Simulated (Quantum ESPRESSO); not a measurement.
# SZnH2 in Quantum ESPRESSO: reference runs

How does SZnH2 come out in PBE? The cell is run as given and disturbed.

Program: Quantum ESPRESSO 7.5. These are calculated values, not measurements. Logs are shortened: lines on timing, memory, paths and dates and some standing lists are left out, and cuts for length are marked.

### 1 The molecule as given

The cell holds a molecule in a box, 4 atoms: a = 11.000 Å, b = 13.000 Å, c = 11.000 Å, α = 90.00°, β = 90.00°, γ = 90.00°.

### 2 Real-space fields, PBE

pw.in reads:

```
&CONTROL
  calculation = 'scf'
  prefix = 'pwscf'
  outdir = './tmp'
  pseudo_dir = './pseudo'
  tprnfor = .true.
  disk_io = 'low'
/
&SYSTEM
  ibrav = 0
  celldm(1) = 8
  nat = 4
  ntyp = 3
  ecutwfc = 70
  nbnd = 21
  occupations = 'smearing'
  smearing = 'fd'
  degauss = 0.00367493
/
&ELECTRONS
  conv_thr = 8d-10
  electron_maxstep = 120
  mixing_beta = 0.5
/
ATOMIC_SPECIES
S     32.0600 S_ONCV_PBE-1.2.upf
Zn    65.3800 Zn_ONCV_PBE-1.2.upf
H      1.0080 H_ONCV_PBE-1.2.upf
CELL_PARAMETERS alat
  2.5983734213604   0.0000000000000   0.0000000000000
  0.0000000000000   3.0708049525169   0.0000000000000
  0.0000000000000   0.0000000000000   2.5983734213604
ATOMIC_POSITIONS crystal
S      0.4724136400    0.3685961500    0.5274090900
Zn     0.4486227300    0.5249346200    0.4618727300
H      0.5722318200    0.3935192300    0.5915818200
H      0.4301318200    0.6346346200    0.4146000000
K_POINTS gamma
```

pp_density.in reads:

```
&INPUTPP
  prefix = 'pwscf'
  outdir = './tmp'
  filplot = 'density.dat'
  plot_num = 0
/
&PLOT
  nfile = 1
  filepp(1) = 'density.dat'
  iflag = 3
  output_format = 6
  fileout = 'density.cube'
/
```

pp_potential.in reads:

```
&INPUTPP
  prefix = 'pwscf'
  outdir = './tmp'
  filplot = 'potential.dat'
  plot_num = 11
/
&PLOT
  nfile = 1
  filepp(1) = 'potential.dat'
  iflag = 3
  output_format = 6
  fileout = 'potential.cube'
/
```

pp_elf.in reads:

```
&INPUTPP
  prefix = 'pwscf'
  outdir = './tmp'
  filplot = 'elf.dat'
  plot_num = 8
/
&PLOT
  nfile = 1
  filepp(1) = 'elf.dat'
  iflag = 3
  output_format = 6
  fileout = 'elf.cube'
/
```

pp_potential_ks.in reads:

```
&INPUTPP
  prefix = 'pwscf'
  outdir = './tmp'
  filplot = 'potential_ks.dat'
  plot_num = 1
/
&PLOT
  nfile = 1
  filepp(1) = 'potential_ks.dat'
  iflag = 3
  output_format = 6
  fileout = 'potential_ks.cube'
/
```

Potentials or basis: SG15 PBE 1.2.

Started as:

```console
> OMP_NUM_THREADS=1 pw.x -in pw.in > pw.out
> OMP_NUM_THREADS=1 pp.x -in pp_density.in > pp_density.out
> OMP_NUM_THREADS=1 pp.x -in pp_potential.in > pp_potential.out
> OMP_NUM_THREADS=1 pp.x -in pp_elf.in > pp_elf.out
> OMP_NUM_THREADS=1 pp.x -in pp_potential_ks.in > pp_potential_ks.out
```

pw.out:

```text
This program is part of the open-source Quantum ESPRESSO suite
     for quantum simulation of materials; please cite
         "P. Giannozzi et al., J. Phys.:Condens. Matter 21 395502 (2009);
         "P. Giannozzi et al., J. Phys.:Condens. Matter 29 465901 (2017);
         "P. Giannozzi et al., J. Chem. Phys. 152 154105 (2020);
     in publications or presentations arising from this work. More details at

     gamma-point specific algorithms are used

     G-vector sticks info
     --------------------
     sticks:   dense  smooth     PW     G-vecs:    dense   smooth      PW
     Sum       11385   11385   2843               839707   839707  104945

     Using Slab Decomposition

     bravais-lattice index     =            0
     lattice parameter (alat)  =       8.0000  a.u.
     unit-cell volume          =   10615.1302 (a.u.)^3
     number of atoms/cell      =            4
     number of atomic types    =            3
     number of electrons       =        28.00
     number of Kohn-Sham states=           21
     kinetic-energy cutoff     =      70.0000  Ry
     charge density cutoff     =     280.0000  Ry
     scf convergence threshold =      8.0E-10
     mixing beta               =       0.5000
     number of iterations used =            8  plain     mixing
     Exchange-correlation= PBE
                           (   1   4   3   4   0   0   0)

     celldm(1)=   8.000000  celldm(2)=   0.000000  celldm(3)=   0.000000
     celldm(4)=   0.000000  celldm(5)=   0.000000  celldm(6)=   0.000000

     crystal axes: (cart. coord. in units of alat)
               a(1) = (   2.598373   0.000000   0.000000 )
               a(2) = (   0.000000   3.070805   0.000000 )
               a(3) = (   0.000000   0.000000   2.598373 )

     reciprocal axes: (cart. coord. in units 2 pi/alat)
               b(1) = (  0.384856  0.000000  0.000000 )
               b(2) = (  0.000000  0.325648  0.000000 )
               b(3) = (  0.000000  0.000000  0.384856 )

     PseudoPot. # 1 for S  read from file:
     S_ONCV_PBE-1.2.upf
     Pseudo is Norm-conserving, Zval =  6.0
     Generated using ONCVPSP code by D. R. Hamann
     Using radial grid of  602 points,  4 beta functions with:
                l(1) =   0
                l(2) =   0
                l(3) =   1
                l(4) =   1

     PseudoPot. # 2 for Zn read from file:
     Zn_ONCV_PBE-1.2.upf
     Pseudo is Norm-conserving, Zval = 20.0
     Generated using ONCVPSP code by D. R. Hamann
     Using radial grid of  602 points,  6 beta functions with:
                l(1) =   0
                l(2) =   0
                l(3) =   1
                l(4) =   1
                l(5) =   2
                l(6) =   2

     PseudoPot. # 3 for H  read from file:
     H_ONCV_PBE-1.2.upf
     Pseudo is Norm-conserving, Zval =  1.0
     Generated using ONCVPSP code by D. R. Hamann
     Using radial grid of  602 points,  2 beta functions with:
                l(1) =   0
                l(2) =   0

     atomic species   valence    mass     pseudopotential
     S                 6.00    32.06000     S ( 1.00)
     Zn               20.00    65.38000     Zn( 1.00)
     H                 1.00     1.00800     H ( 1.00)

     No symmetry found

   Cartesian axes

     site n.     atom                  positions (alat units)
         1        S      tau(   1) = (   1.2275070   1.1318869   1.3704058  )
         2        Zn     tau(   2) = (   1.1656894   1.6119718   1.2001178  )
         3        H      tau(   3) = (   1.4868720   1.2084208   1.5371505  )
         4        H      tau(   4) = (   1.1176431   1.9488391   1.0772856  )

     number of k points=     1  Fermi-Dirac smearing, width (Ry)=  0.0037
                       cart. coord. in units 2pi/alat
        k(    1) = (   0.0000000   0.0000000   0.0000000), wk =   2.0000000

     Dense  grid:   419854 G-vectors     FFT dimensions: ( 120, 135, 120)

     Initial potential from superposition of free atoms

     starting charge      27.9627, renormalised to      28.0000

     negative rho (up, down):  7.433E-04 0.000E+00
     Starting wfcs are random

     Self-consistent Calculation

     iteration #  1     ecut=    70.00 Ry     beta= 0.50
     Davidson diagonalization with overlap
     ethr =  1.00E-02,  avg # of iterations = 16.0

     negative rho (up, down):  2.375E-05 0.000E+00

     total energy              =    -423.02027616 Ry
     estimated scf accuracy    <       0.30236591 Ry

     iteration #  2     ecut=    70.00 Ry     beta= 0.50
     Davidson diagonalization with overlap
     ethr =  1.08E-03,  avg # of iterations =  2.0

     negative rho (up, down):  8.091E-06 0.000E+00

     total energy              =    -423.09514203 Ry
     estimated scf accuracy    <       0.04027110 Ry

     iteration #  3     ecut=    70.00 Ry     beta= 0.50
     Davidson diagonalization with overlap
     ethr =  1.44E-04,  avg # of iterations =  2.0

     negative rho (up, down):  1.238E-06 0.000E+00

     total energy              =    -423.10052330 Ry
     estimated scf accuracy    <       0.00402891 Ry

     iteration #  4     ecut=    70.00 Ry     beta= 0.50
     Davidson diagonalization with overlap
     ethr =  1.44E-05,  avg # of iterations = 18.0

     negative rho (up, down):  3.986E-07 0.000E+00

     total energy              =    -423.10103287 Ry
     estimated scf accuracy    <       0.00058064 Ry

     iteration #  5     ecut=    70.00 Ry     beta= 0.50
     Davidson diagonalization with overlap
     ethr =  2.07E-06,  avg # of iterations =  8.0

     negative rho (up, down):  2.122E-08 0.000E+00

     total energy              =    -423.10109088 Ry
     estimated scf accuracy    <       0.00007070 Ry

     iteration #  6     ecut=    70.00 Ry     beta= 0.50
     Davidson diagonalization with overlap
     ethr =  2.53E-07,  avg # of iterations =  2.0

     total energy              =    -423.10109825 Ry
     estimated scf accuracy    <       0.00000960 Ry

     iteration #  7     ecut=    70.00 Ry     beta= 0.50
     Davidson diagonalization with overlap
     ethr =  3.43E-08,  avg # of iterations =  2.0

     total energy              =    -423.10110027 Ry
     estimated scf accuracy    <       0.00000033 Ry

     iteration #  8     ecut=    70.00 Ry     beta= 0.50
     Davidson diagonalization with overlap
     ethr =  1.16E-09,  avg # of iterations =  2.0

     total energy              =    -423.10110032 Ry
     estimated scf accuracy    <       0.00000009 Ry

     iteration #  9     ecut=    70.00 Ry     beta= 0.50
     Davidson diagonalization with overlap
     ethr =  3.21E-10,  avg # of iterations =  2.0

     total energy              =    -423.10110035 Ry
     estimated scf accuracy    <          2.8E-09 Ry

     iteration # 10     ecut=    70.00 Ry     beta= 0.50
     Davidson diagonalization with overlap
     ethr =  1.00E-11,  avg # of iterations =  3.0

     End of self-consistent calculation

          k = 0.0000 0.0000 0.0000 ( 52473 PWs)   bands (ev):

  -130.4047 -84.5874 -84.5695 -84.5414 -17.4428 -11.9097 -11.3811 -11.2856
   -11.2307 -11.2306  -9.3639  -8.2952  -6.8948  -5.8165  -1.1792  -0.9111
    -0.8034  -0.0908   0.3749   0.8474   1.0452

     the Fermi energy is    -2.5939 ev

!    total energy              =    -423.10110035 Ry
     estimated scf accuracy    <          1.0E-10 Ry
     smearing contrib. (-TS)   =      -0.00000000 Ry
     internal energy E=F+TS    =    -423.10110035 Ry

     The total energy is F=E-TS. E is the sum of the following terms:
     one-electron contribution =    -720.32248331 Ry
     hartree contribution      =     351.67212040 Ry
     xc contribution           =     -42.13113931 Ry
     ewald contribution        =     -12.31959814 Ry

     convergence has been achieved in  10 iterations

     Forces acting on atoms (cartesian axes, Ry/au):

     atom    1 type  1   force =    -0.00946921    0.00108516   -0.00708954
     atom    2 type  2   force =     0.00035762    0.00314997   -0.00059870
     atom    3 type  3   force =     0.00845109    0.00291942    0.00534316
     atom    4 type  3   force =     0.00066050   -0.00715455    0.00234508

     Total force =     0.017808     Total SCF correction =     0.000017

=------------------------------------------------------------------------------=
   JOB DONE.
=------------------------------------------------------------------------------=
```

Run time: 3.1 min. Hardware: 1 thread of Intel Xeon at 2.50GHz (Skylake/Cascade Lake), shared host; peak memory 0.63 GiB.

What came out:

```
Free energy                     : -5756.5837 eV
Largest force                   : 0.305 eV/Å
Gap between the frontier levels : 4.64 eV
Dipole moment                   : 1.11 D
```

Forces on the atoms (eV/Å):
```
S   -0.243  0.028 -0.182
Zn   0.009  0.081 -0.015
H    0.217  0.075  0.137
H    0.017 -0.184  0.060
```

Levels at points of the mesh, in eV from the valence-band top:
```tsv
k point	band 12	band 13	band 14	band 15	band 16	band 17
(0.00, 0.00, 0.00)	-2.48	-1.08	0.00	4.64	4.91	5.01
```

Caveat: this is a molecule in a periodic box, so the gap is that between its Kohn-Sham HOMO and LUMO and the box isn't a crystal. PBE gaps usually lie below the measured ones, often by a third to a half.

### 3 Single point, PBE (atoms moved at random, drawn with an rms of 0.05 Å)

pw.in reads:

```
&CONTROL
  calculation = 'scf'
  prefix = 'pwscf'
  outdir = './tmp'
  pseudo_dir = './pseudo'
  tprnfor = .true.
  disk_io = 'nowf'
/
&SYSTEM
  ibrav = 0
  nat = 4
  ntyp = 3
  ecutwfc = 70
  nbnd = 21
  occupations = 'smearing'
  smearing = 'fd'
  degauss = 0.00367493
/
&ELECTRONS
  conv_thr = 8d-10
  electron_maxstep = 120
  mixing_beta = 0.5
/
ATOMIC_SPECIES
S     32.0600 S_ONCV_PBE-1.2.upf
Zn    65.3800 Zn_ONCV_PBE-1.2.upf
H      1.0080 H_ONCV_PBE-1.2.upf
CELL_PARAMETERS angstrom
  11.0000000000    0.0000000000    0.0000000000
   0.0000000000   13.0000000000    0.0000000000
   0.0000000000    0.0000000000   11.0000000000
ATOMIC_POSITIONS crystal
S      0.4695580000    0.3661880000    0.5252810000
Zn     0.4442160000    0.5247780000    0.4613410000
H      0.5711690000    0.3902970000    0.5928070000
H      0.4315640000    0.6338890000    0.4128830000
K_POINTS gamma
```

Potentials or basis: SG15 PBE 1.2.

Started as:

```console
> OMP_NUM_THREADS=1 pw.x -in pw.in > pw.out
```

pw.out:

```text
This program is part of the open-source Quantum ESPRESSO suite
     for quantum simulation of materials; please cite
         "P. Giannozzi et al., J. Phys.:Condens. Matter 21 395502 (2009);
         "P. Giannozzi et al., J. Phys.:Condens. Matter 29 465901 (2017);
         "P. Giannozzi et al., J. Chem. Phys. 152 154105 (2020);
     in publications or presentations arising from this work. More details at

     gamma-point specific algorithms are used

     G-vector sticks info
     --------------------
     sticks:   dense  smooth     PW     G-vecs:    dense   smooth      PW
     Sum       11385   11385   2843               839707   839707  104945

     Using Slab Decomposition

     bravais-lattice index     =            0
     lattice parameter (alat)  =      20.7870  a.u.
     unit-cell volume          =   10615.1302 (a.u.)^3
     number of atoms/cell      =            4
     number of atomic types    =            3
     number of electrons       =        28.00
[... 84 lines left out ...]
     ethr =  1.00E-02,  avg # of iterations = 17.0

     negative rho (up, down):  6.233E-05 0.000E+00
[... 70 lines left out ...]
     iteration # 10     ecut=    70.00 Ry     beta= 0.50
     Davidson diagonalization with overlap
     ethr =  1.15E-11,  avg # of iterations =  2.0

     End of self-consistent calculation

          k = 0.0000 0.0000 0.0000 ( 52473 PWs)   bands (ev):

  -130.4149 -84.5973 -84.5772 -84.5526 -17.2815 -11.9108 -11.3694 -11.2880
   -11.2413 -11.2413  -9.2935  -8.3068  -6.8704  -5.7727  -1.2196  -0.9719
    -0.7960  -0.1556   0.3136   0.8452   1.0403

     the Fermi energy is    -2.5989 ev

!    total energy              =    -423.10014671 Ry
     estimated scf accuracy    <          8.1E-11 Ry
     smearing contrib. (-TS)   =      -0.00000000 Ry
     internal energy E=F+TS    =    -423.10014671 Ry

     The total energy is F=E-TS. E is the sum of the following terms:
     one-electron contribution =    -718.73035053 Ry
     hartree contribution      =     350.87833259 Ry
     xc contribution           =     -42.10833074 Ry
     ewald contribution        =     -13.13979803 Ry

     convergence has been achieved in  10 iterations

     Forces acting on atoms (cartesian axes, Ry/au):

     atom    1 type  1   force =     0.01190958    0.01609309    0.00634638
     atom    2 type  2   force =     0.00700402   -0.01150417    0.00388503
     atom    3 type  3   force =    -0.01672926   -0.00231405   -0.01160068
     atom    4 type  3   force =    -0.00218434   -0.00227486    0.00136927

     Total force =     0.032699     Total SCF correction =     0.000020

=------------------------------------------------------------------------------=
   JOB DONE.
=------------------------------------------------------------------------------=
```

It took 2.4 min on 1 thread of Intel Xeon at 2.50GHz (Skylake/Cascade Lake), shared host; peak memory 0.63 GiB.

What came out:

```
Free energy                     : -5756.5708 eV
Largest force                   : 0.540 eV/Å
Gap between the frontier levels : 4.55 eV
```

Forces in eV/Å, atoms in the order of the input:
```
S    0.306  0.414  0.163
Zn   0.180 -0.296  0.100
H   -0.430 -0.059 -0.298
H   -0.056 -0.058  0.035
```

Levels at points of the mesh, in eV from the valence-band top:
```csv
k point,band 11,band 12,band 13,band 14,band 15,band 16
"(0.00, 0.00, 0.00)",-3.52,-2.53,-1.10,0.00,4.55,4.80
```

Caveat: this is a molecule in a periodic box, so the gap is that between its Kohn-Sham HOMO and LUMO and the box isn't a crystal.
